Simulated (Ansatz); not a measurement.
# AlCl2H4N: the cost of one run

All numbers below are computed with Ansatz 0.2.0 (RHF/6-31G*).

## (1) The system as given

Bond lengths: Al1–Cl3 2.230 Å, Al1–Cl4 2.230 Å, Al1–N5 2.220 Å, N5–H6 1.060 Å, N5–H7 1.060 Å. Angles: Cl3–Al1–Cl4 120.0°, Cl3–Al1–N5 97.0°, Cl4–Al1–N5 101.2°, Al1–N5–H6 120.0°, Al1–N5–H7 120.0°, H6–N5–H7 120.0°.

Structure file:

```xyz
8

Al    0.0000    0.0000    0.0000
H     0.0000    0.0000    1.9100
Cl    1.9312    0.0000   -1.1150
Cl   -1.9312    0.0000   -1.1150
N     0.0928   -2.1047    0.7000
H    -0.4256   -2.8627    0.1705
H     0.6555   -2.3517    1.5637
H     0.0453   -1.0270    1.8385
```

## (2) Pulling towards end A

Springs on the bonds that form and break draw the guess towards this end; the thresholds are loose.

File input.yaml:

```yaml
crystal:
  periodic: [false, false, false]
  atoms:
    - { symbol: Al, position_ang: [0.0, 0.0, 0.0] }
    - { symbol: H, position_ang: [0.0, 0.0, 1.91] }
    - { symbol: Cl, position_ang: [1.9312, 0.0, -1.115] }
    - { symbol: Cl, position_ang: [-1.9312, 0.0, -1.115] }
    - { symbol: "N", position_ang: [0.0928, -2.1047, 0.7] }
    - { symbol: H, position_ang: [-0.4256, -2.8627, 0.1705] }
    - { symbol: H, position_ang: [0.6555, -2.3517, 1.5637] }
    - { symbol: H, position_ang: [0.0453, -1.027, 1.8385] }
basis:
  gaussian: { orbitals: "6-31G*" }
hamiltonian:
  xc: hf
relax:
  f_tol: 0.15
  max_steps: 25
  restrain:
    - { distance: [0, 4], at: 3.12, k: 30.0 }
    - { distance: [7, 1], at: 1.86, k: 30.0 }
    - { distance: [0, 1], at: 1.56, k: 30.0 }
    - { distance: [7, 4], at: 1.06, k: 30.0 }
```

Run with:

```bash
$ ansatz run input.yaml --threads 1 --pin off --max-ram 2048MiB --backend cpu --events-out ev --progress --plain --runs-dir out
```

**Question.** How long does this run take on 1 thread of Arm Neoverse V1, shared host, and how much memory does it need?

About 20 s, with a peak of 0.15 GiB.
